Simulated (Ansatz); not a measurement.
Crystal: NiMoIrPdW.

```
Ni Mo Pd Ir W
1.0
     4.11705    0.00000    0.00000
    -2.05853    3.56547    0.00000
     0.00000    0.00000    5.44580
Ni Mo Pd Ir W
1 1 1 1 1
Direct
  0.00000 0.00000 0.95775
  0.66667 0.33333 0.96161
  0.66667 0.33333 0.46295
  0.33333 0.66667 0.72572
  0.33333 0.66667 0.23642
```

The cell was built by a generator and needn't be a form met in nature.

Base run:

```yaml
Program: Ansatz 0.2.0
Functional: revPBE
Potentials_or_basis: Ansatz PAW
Cutoff: "420 eV (not typed: the program's choice for these potentials)"
k_mesh: 8 × 8 × 5
Occupations: fermi-dirac, width 0.05 eV
Spin: collinear spin, ferromagnetic start
Starting_moments: "[1.0, 1.0, 0.0, 0.6, 0.0] μB"
```

Its results: band gap on the k mesh none (metal or under the smearing width); pressure 2.6 GPa; net moment 0.00 μB per cell; largest force 0.063 eV/Å.

Question: The run is repeated on the same cell with these changes: functional from revPBE to PBE; potentials or basis from Ansatz PAW to Ansatz NC with PseudoDojo standard (PBE files); cutoff from 420 eV (not typed: the program's choice for these potentials) to 1400 eV (not typed: the program's choice for these potentials). What comes out?

Answer: Band gap on the k mesh none (metal or under the smearing width); pressure 0.0 GPa; net moment 0.00 μB per cell; largest force 0.037 eV/Å.

Caveats: the starting moments weren't kept; spin-orbit coupling is left out, which moves the levels of the heavy elements (some runs); the PAW data sets come from PBE, with cores solved anew for the run's functional, which leaves a small shift of forces and pressure (some runs).
